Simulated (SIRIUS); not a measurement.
The system is TiSn.

```xyz
2
Lattice="0.0000 2.8005 2.8005 2.8005 0.0000 2.8005 2.8005 2.8005 0.0000" Properties=species:S:1:pos:R:3 pbc="T T T"
Ti    0.0000    0.0000    0.0000
Sn    2.8005    2.8005    2.8005
```

The cell was built by a generator and needn't be a form met in nature.

Base run:

| Quantity | Value |
| --- | --- |
| Program | SIRIUS 7.10.0 |
| Functional | B86bPBE |
| Potentials or basis | PseudoDojo 0.4.1 PBE standard (scalar relativistic) |
| Cutoff | 1152 eV |
| Density cutoff | 4606 eV |
| k mesh | 8 × 8 × 8 |
| Occupations | fermi-dirac, width 0.05 eV |
| Spin | no spin polarisation |

Its results: band gap on the k mesh none (metal or under the smearing width); pressure 0.7 GPa.

The run is repeated on the same cell with these changes: functional from B86bPBE to RPBE; libxc names from ["XC_GGA_X_B86_MGC", "XC_GGA_C_PBE"] to ["XC_GGA_X_RPBE", "XC_GGA_C_PBE"]. What comes out?

Band gap on the k mesh none (metal or under the smearing width); pressure 2.3 GPa.

Caveats: the potentials were made for another functional, which shifts forces and pressure.
